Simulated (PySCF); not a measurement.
**[HfCl3(H2O)]+: structure and properties**

Task: relax [HfCl3(H2O)]+, compute its harmonic modes and analyse its electrons. The structure is generated, not taken from experiment.

The runs use PySCF 2.14.0; PBE0, Hf def2-SVP with ECP60, Cl def2-SVP, O def2-SVP, H def2-SVP; scalar-relativistic core potentials, no spin–orbit coupling.

1 further run of the same task is left out (for a known fault of the program).

## (1) The starting structure

7 atoms, charge 1, spin multiplicity 1.

Bond lengths: Hf1–Cl2 2.362 Å, Hf1–Cl3 2.362 Å, Hf1–Cl4 2.362 Å, Hf1–O5 2.180 Å, O5–H6 0.970 Å, O5–H7 0.970 Å. Angles: Cl2–Hf1–Cl3 109.5°, Cl2–Hf1–Cl4 109.5°, Cl2–Hf1–O5 109.5°, Cl3–Hf1–Cl4 109.5°, Cl3–Hf1–O5 109.5°, Cl4–Hf1–O5 109.5°, Hf1–O5–H6 127.5°, Hf1–O5–H7 127.5°, H6–O5–H7 105.1°.

Geometry (Å):

| atom | x (Å) | y (Å) | z (Å) |
| --- | --- | --- | --- |
| Hf1 | 0.0000 | 0.0000 | 0.0000 |
| Cl2 | 1.3638 | 1.3638 | 1.3638 |
| Cl3 | -1.3638 | -1.3638 | 1.3638 |
| Cl4 | 1.3638 | -1.3638 | -1.3638 |
| O5 | -1.2586 | 1.2586 | -1.2586 |
| H6 | -1.5993 | 2.1437 | -1.0548 |
| H7 | -1.5993 | 1.0548 | -2.1437 |

Formal oxidation states: Hf +4.

## (2) SCF at the start, singlet

Input file run.py (the lines that set the calculation):

```python
mol = gto.M(atom='''
Hf     0.00000     0.00000     0.00000
Cl     1.36380     1.36380     1.36380
Cl    -1.36380    -1.36380     1.36380
Cl     1.36380    -1.36380    -1.36380
O     -1.25860     1.25860    -1.25860
H     -1.59930     2.14370    -1.05480
H     -1.59930     1.05480    -2.14370''',
    basis={'Hf': 'def2-SVP', 'Cl': 'def2-SVP', 'O': 'def2-SVP', 'H': 'def2-SVP'},
    ecp={'Hf': 'def2-SVP'},
    charge=1, spin=0)
mf = dft.RKS(mol, xc='PBE0')
mf.grids.atom_grid = (50, 194)
mf = mf.density_fit()  # fitting sets: Hf def2-universal-JKFIT, Cl def2-universal-JKFIT, O def2-universal-JKFIT, H def2-universal-JKFIT
mf.conv_tol = 1e-08; mf.max_cycle = 55
mf.kernel(dm0)  # dm0: free metal ions and neutral atoms
```

On the command line:

```sh
$ OMP_NUM_THREADS=2 python run.py
```

Standard output:

```text
init E= -1518.40838235733
  HOMO = -0.514938980143996  LUMO = -0.366061951711698  gap/eV = 4.05115
cycle= 1 E= -1503.69499318043  delta_E= 14.7  |g|= 1.19  |ddm|= 3.22
  HOMO = -0.528856841933607  LUMO = -0.166343045602595  gap/eV = 9.86450
cycle= 2 E= -1503.39220382678  delta_E= 0.303  |g|= 1.39  |ddm|= 2.67
  HOMO = -0.49858648018408  LUMO = -0.291734355152474  gap/eV = 5.62873
cycle= 3 E= -1503.99171699241  delta_E= -0.6  |g|= 0.201  |ddm|= 1.86
  HOMO = -0.505837651094426  LUMO = -0.268756802117709  gap/eV = 6.45130
cycle= 4 E= -1504.00359661943  delta_E= -0.0119  |g|= 0.0443  |ddm|= 0.268
  HOMO = -0.506020102576111  LUMO = -0.27485925034297  gap/eV = 6.29021
cycle= 5 E= -1504.00420900443  delta_E= -0.000612  |g|= 0.00883  |ddm|= 0.0611
  HOMO = -0.506008009579695  LUMO = -0.274008746308793  gap/eV = 6.31302
cycle= 6 E= -1504.00422460305  delta_E= -1.56e-05  |g|= 0.00364  |ddm|= 0.00963
  HOMO = -0.505841937020787  LUMO = -0.273953537322911  gap/eV = 6.31000
cycle= 7 E= -1504.00422734234  delta_E= -2.74e-06  |g|= 0.000823  |ddm|= 0.0031
  HOMO = -0.505807500848232  LUMO = -0.273938505170129  gap/eV = 6.30948
cycle= 8 E= -1504.00422748557  delta_E= -1.43e-07  |g|= 0.00024  |ddm|= 0.000708
  HOMO = -0.505819772726263  LUMO = -0.273971865724054  gap/eV = 6.30890
cycle= 9 E= -1504.00422750292  delta_E= -1.73e-08  |g|= 4.8e-05  |ddm|= 0.000321
  HOMO = -0.505815679150984  LUMO = -0.273970310100714  gap/eV = 6.30883
cycle= 10 E= -1504.00422750352  delta_E= -5.98e-10  |g|= 2.13e-05  |ddm|= 8.39e-05
  HOMO = -0.505815616296943  LUMO = -0.27396997668209  gap/eV = 6.30884
Extra cycle  E= -1504.0042275034  delta_E= 1.17e-10  |g|= 2.91e-05  |ddm|= 6.54e-05
converged SCF energy = -1504.0042275034
```

Run time: 2.7 s. Hardware: 2 threads of Arm Neoverse V1, shared host; peak memory 0.5 GiB.

Read off: E = -1504.004228 Eh, HOMO -13.76 eV, LUMO -7.46 eV, Mulliken charge on Hf1 +1.08 e. 

## (3) Relaxation, singlet

Steps are kept in the start's point group, Cs.

Input file run.py (the lines that set the calculation):

```python
mol = gto.M(atom='''
Hf    -0.08035     0.08035    -0.08035
Cl     1.28345     1.44415     1.28345
Cl    -1.44415    -1.28345     1.28345
Cl     1.28345    -1.28345    -1.44415
O     -1.33895     1.33895    -1.33895
H     -1.67965     2.22405    -1.13515
H     -1.67965     1.13515    -2.22405''',
    basis={'Hf': 'def2-SVP', 'Cl': 'def2-SVP', 'O': 'def2-SVP', 'H': 'def2-SVP'},
    ecp={'Hf': 'def2-SVP'},
    charge=1, spin=0)
mf = dft.RKS(mol, xc='PBE0')
mf.grids.atom_grid = (50, 194)
mf = mf.density_fit()  # fitting sets: Hf def2-universal-JKFIT, Cl def2-universal-JKFIT, O def2-universal-JKFIT, H def2-universal-JKFIT
mf.conv_tol = 1e-08; mf.max_cycle = 55
mf.kernel(dm0)  # dm0: an SCF of this state at this start
# quasi-Newton relaxation in Cartesian coordinates to a largest gradient under 0.00045 Eh/bohr, steps kept in the point group
```

On the command line:

```sh
$ OMP_NUM_THREADS=2 python run.py
```

No log is kept here; the results follow.

It took 34 s on 2 threads of Arm Neoverse V1, shared host.

The steps of the relaxation:

| step | energy from step 1 (eV) | largest force component (eV/Å) |
| --- | --- | --- |
| 1 | 0.0000 | 1.0148 |
| 2 | -0.1612 | 0.3035 |
| 3 | -0.1740 | 0.0761 |
| 4 | -0.1752 | 0.0428 |
| 5 | -0.1769 | 0.0287 |
| 6 | -0.1773 | 0.0221 |
| 7 | -0.1774 | 0.0152 |
| 8 | -0.1775 | 0.0119 |

Close pairs (by a distance rule), those that changed most:

| bond | before (Å) | after (Å) | change (Å) |
| --- | --- | --- | --- |
| Hf1–Cl3 | 2.362 | 2.290 | -0.073 |
| Hf1–Cl2 | 2.362 | 2.291 | -0.071 |
| Hf1–Cl4 | 2.362 | 2.291 | -0.071 |
| Hf1–O5 | 2.180 | 2.187 | +0.007 |
| O5–H6 | 0.970 | 0.975 | +0.005 |
| O5–H7 | 0.970 | 0.975 | +0.005 |

It ends in Cs at E = -1504.010750 Eh.

| atom | x (Å) | y (Å) | z (Å) |
| --- | --- | --- | --- |
| Hf1 | -0.0545 | 0.0440 | -0.0440 |
| Cl2 | 1.1967 | 1.4768 | 1.2322 |
| Cl3 | -1.4330 | -1.2488 | 1.2488 |
| Cl4 | 1.1967 | -1.2322 | -1.4768 |
| O5 | -1.2988 | 1.3154 | -1.3154 |
| H6 | -1.6315 | 2.2047 | -1.0958 |
| H7 | -1.6315 | 1.0958 | -2.2047 |

## (4) The relaxed geometry turned into its symmetry frame

Input file run.py (the lines that set the calculation):

```python
mol = gto.M(atom='''
Hf    -0.05359     0.05333    -0.05333
Cl     1.19770     1.48617     1.22279
Cl    -1.43200    -1.23941     1.23941
Cl     1.19770    -1.22279    -1.48617
O     -1.29785     1.32477    -1.32477
H     -1.63057     2.21408    -1.10521
H     -1.63057     1.10521    -2.21408''',
    basis={'Hf': 'def2-SVP', 'Cl': 'def2-SVP', 'O': 'def2-SVP', 'H': 'def2-SVP'},
    ecp={'Hf': 'def2-SVP'},
    charge=1, spin=0)
mf = dft.RKS(mol, xc='PBE0')
mf.grids.atom_grid = (50, 194)
mf = mf.density_fit()  # fitting sets: Hf def2-universal-JKFIT, Cl def2-universal-JKFIT, O def2-universal-JKFIT, H def2-universal-JKFIT
mf.conv_tol = 1e-08; mf.max_cycle = 55
mf.kernel(dm0)  # dm0: free metal ions and neutral atoms
```

On the command line:

```sh
$ OMP_NUM_THREADS=2 python run.py
```

Standard output:

```text
init E= -1518.45008430607
  HOMO = -0.526432638359123  LUMO = -0.360120011740385  gap/eV = 4.52560
cycle= 1 E= -1503.70775065009  delta_E= 14.7  |g|= 1.18  |ddm|= 3.25
  HOMO = -0.523891524910839  LUMO = -0.163994805363697  gap/eV = 9.79329
cycle= 2 E= -1503.4248390421  delta_E= 0.283  |g|= 1.38  |ddm|= 2.61
  HOMO = -0.50714102616837  LUMO = -0.279042333101884  gap/eV = 6.20688
cycle= 3 E= -1504.00127524621  delta_E= -0.576  |g|= 0.177  |ddm|= 1.79
  HOMO = -0.512931740026772  LUMO = -0.258959236380411  gap/eV = 6.91094
cycle= 4 E= -1504.01040367164  delta_E= -0.00913  |g|= 0.034  |ddm|= 0.226
  HOMO = -0.513422249555271  LUMO = -0.263368013598218  gap/eV = 6.80432
cycle= 5 E= -1504.010739239  delta_E= -0.000336  |g|= 0.00617  |ddm|= 0.044
  HOMO = -0.513355615120142  LUMO = -0.262901946034816  gap/eV = 6.81519
cycle= 6 E= -1504.01074847882  delta_E= -9.24e-06  |g|= 0.00199  |ddm|= 0.00829
  HOMO = -0.513186077259744  LUMO = -0.262792647328357  gap/eV = 6.81355
cycle= 7 E= -1504.01074950553  delta_E= -1.03e-06  |g|= 0.000717  |ddm|= 0.00305
  HOMO = -0.513193940402991  LUMO = -0.262813694576716  gap/eV = 6.81319
cycle= 8 E= -1504.01074965516  delta_E= -1.5e-07  |g|= 0.000151  |ddm|= 0.000871
  HOMO = -0.51320245498819  LUMO = -0.262832765161046  gap/eV = 6.81291
cycle= 9 E= -1504.01074966113  delta_E= -5.97e-09  |g|= 4.01e-05  |ddm|= 0.000181
  HOMO = -0.513196810111089  LUMO = -0.262836215144118  gap/eV = 6.81266
Extra cycle  E= -1504.01074966048  delta_E= 6.5e-10  |g|= 6.22e-05  |ddm|= 0.000105
converged SCF energy = -1504.01074966048
```

Wall time 1.9 s (2 threads of Arm Neoverse V1, shared host).

It gives: E = -1504.010750 Eh, HOMO -13.96 eV, LUMO -7.15 eV, Mulliken charge on Hf1 +1.03 e. 

## (5) Frequencies and infrared intensities

Changes to run.py (the lines that set the calculation) since step 4:

```diff
@@ -14,3 +14,4 @@
 mf = mf.density_fit()  # fitting sets: Hf def2-universal-JKFIT, Cl def2-universal-JKFIT, O def2-universal-JKFIT, H def2-universal-JKFIT
-mf.conv_tol = 1e-08; mf.max_cycle = 55
-mf.kernel(dm0)  # dm0: free metal ions and neutral atoms
+mf.conv_tol = 1e-10; mf.max_cycle = 55
+mf.kernel(dm0)  # dm0: the density of the relaxed state
+# Hessian and dipole derivatives by central differences of gradients, 0.02 bohr
```

On the command line:

```sh
$ OMP_NUM_THREADS=2 python run.py
```

No log is kept here; the results follow.

Wall time 1.8 min (2 threads of Arm Neoverse V1, shared host).

Point group Cs; negative numbers are unstable modes, and those under 60 cm⁻¹ are near the numerical noise:

| cm⁻¹ | km/mol | symmetry |
| --- | --- | --- |
| 41 | 5.7 | a'' |
| 76 | 11.3 | a' |
| 88 | 9.7 | a' |
| 93 | 0.9 | a'' |
| 104 | 1.0 | a' |
| 120 | 1.3 | a'' |
| 411 | 0.0 | a' |
| 422 | 20.2 | a' |
| 426 | 1.0 | a' |
| 430 | 64.8 | a'' |
| 455 | 366.3 | a' |
| 608 | 54.7 | a'' |
| 1630 | 135.1 | a' |
| 3736 | 376.7 | a' |
| 3808 | 306.2 | a'' |

## (6) Properties on a finer grid

Input file run.py (the lines that set the calculation):

```python
mol = gto.M(atom='''
Hf    -0.05454     0.04395    -0.04395
Cl     1.19674     1.47680     1.23216
Cl    -1.43296    -1.24878     1.24878
Cl     1.19674    -1.23216    -1.47680
O     -1.29880     1.31540    -1.31540
H     -1.63152     2.20471    -1.09584
H     -1.63152     1.09584    -2.20471''',
    basis={'Hf': 'def2-SVP', 'Cl': 'def2-SVP', 'O': 'def2-SVP', 'H': 'def2-SVP'},
    ecp={'Hf': 'def2-SVP'},
    charge=1, spin=0)
mf = dft.RKS(mol, xc='PBE0')
mf.grids.atom_grid = (75, 302)
mf = mf.density_fit()  # fitting sets: Hf def2-universal-JKFIT, Cl def2-universal-JKFIT, O def2-universal-JKFIT, H def2-universal-JKFIT
mf.conv_tol = 1e-09; mf.max_cycle = 55
mf.kernel(dm0)  # dm0: the density of the relaxed state
```

On the command line:

```sh
$ OMP_NUM_THREADS=2 python run.py
```

Standard output:

```text
init E= -1504.01051812474
  HOMO = -0.513203582419719  LUMO = -0.262854186914062  gap/eV = 6.81235
cycle= 1 E= -1504.01051816622  delta_E= -4.15e-08  |g|= 0.000229  |ddm|= 0.000848
  HOMO = -0.513223898599853  LUMO = -0.262799777604351  gap/eV = 6.81439
cycle= 2 E= -1504.01051812676  delta_E= 3.95e-08  |g|= 0.000426  |ddm|= 0.000727
  HOMO = -0.513211955737116  LUMO = -0.262841303346693  gap/eV = 6.81293
cycle= 3 E= -1504.01051818129  delta_E= -5.45e-08  |g|= 3.17e-05  |ddm|= 0.000499
  HOMO = -0.513209733886777  LUMO = -0.262837325474046  gap/eV = 6.81298
cycle= 4 E= -1504.01051818158  delta_E= -2.83e-10  |g|= 4.18e-06  |ddm|= 3.54e-05
  HOMO = -0.513210085817715  LUMO = -0.262837644693576  gap/eV = 6.81298
Extra cycle  E= -1504.01051818158  delta_E= -6.59e-12  |g|= 4.21e-06  |ddm|= 8.77e-06
converged SCF energy = -1504.01051818158
```

Run time: 16 s. Hardware: 2 threads of Arm Neoverse V1, shared host.

It gives: E = -1504.010518 Eh, HOMO -13.97 eV, LUMO -7.15 eV, Mulliken charge on Hf1 +1.03 e, largest force component 0.016 eV/Å. 

Löwdin charges:

| atom | value (e) |
| --- | --- |
| Hf1 | -0.22 |
| Cl2 | 0.26 |
| Cl3 | 0.26 |
| Cl4 | 0.26 |
| O5 | 0.09 |
| H6 | 0.18 |
| H7 | 0.18 |

Mulliken charges: Hf1 +1.03, Cl2 -0.11, Cl3 -0.11, Cl4 -0.11, O5 -0.29, H6 +0.29, H7 +0.29 e.

Contacts (the nearest donor of each ligand) and Mayer bond orders:

| contact | distance (Å) | bond order |
| --- | --- | --- |
| Hf1–Cl2 (Cl) | 2.291 | 1.42 |
| Hf1–Cl3 (Cl) | 2.290 | 1.41 |
| Hf1–Cl4 (Cl) | 2.291 | 1.42 |
| Hf1–O5 (H2O) | 2.187 | 0.48 |

Mulliken populations of Hf1 outside the core potential: s 2.43, p 6.31, d 2.08, f 0.15.

Orbitals, density, ELF and potential are computed afterwards from the orbital file.

Frontier orbitals at PBE0, with the share of their density that lies nearest to each atom:

| orbital | energy (eV) | lies on |
| --- | --- | --- |
| HOMO-1 | -14.26 | Cl3 48 %; Cl2, Cl4 about 24 % each |
| HOMO | -13.97 | Cl3 41 %; Cl2, Cl4 about 29 % each |
| LUMO | -7.15 | Hf1 67 %; Cl2, Cl4 about 9 % each; O5 7 % |

ELF in a plane through or near 4 of the atoms.

Ten even steps from ' ' (0.00) to '@' (0.97):
```
                                                        
                                                        
                              ..::::::....              
                            ::--==++++==--::            
                          ..--++**####**++==..          
                          ::==**####%%##**++::..        
          ..**####--      ..::==**######**++::          
          ++%%@@@@##--..      ..::::--====--..          
        ..==%%@@@@%%**++..  --****++--....              
          ..++##%%**++%%--::##%%--####..                
          ..++##%%**++%%--::**%%::####..                
          ==%%@@@@%%**++..  --**##++--....              
          ==%%@@@@##--..      ..::----====--..          
          ..**####--      ..::==**######**++::          
                          ::==**########**++::..        
                          ..--++**####**++==..          
                            ::--==++++====::            
                              ..::::::....              
                                                        
                                                        
```
The map spans 9.1 Å across and 9.0 Å up, centred on the molecule. Atoms in the plane (x, y in Å): Hf1 (0.8, 0.0), O5 (-1.4, 0.0), H6 (-1.9, 0.8), H7 (-1.9, -0.8).

On the surface of density 0.002 e/bohr³ the electrostatic potential runs, from the 1st to the 99th percentile, from 3.09 V near Cl3 to 8.69 V near Hf1.

## (7) Summary of results

```
                                              quantity                            value
                                 state and point group                      singlet, Cs
                                                 modes   41 to 3808 cm⁻¹, none unstable
strongest infrared band (modes within 1.5 cm⁻¹ summed)           3736 cm⁻¹ (377 km/mol)
                                     zero-point energy                         0.772 eV
                               ideal gas, 298 K, 1 bar  S = 420.2, Cp = 116.2 J/(mol K)
                                 metal–ligand contacts                   2.19 to 2.29 Å
                                       frontier levels    HOMO -13.97 eV, LUMO -7.15 eV
                       dipole about the centre of mass                           7.77 D
                                   mean polarisability                           9.7 Å³
```

What this shows: All modes are real within the noise of the softest ones, so the structure is a minimum. The metal carries -0.22 e by Löwdin's partition against a formal +4, and bond orders to the nearest donors reach 1.42. Both measures hang on the basis. One start shape was tried, so another isomer may lie lower. The bases are small and lack diffuse functions. Spin–orbit coupling is left out.
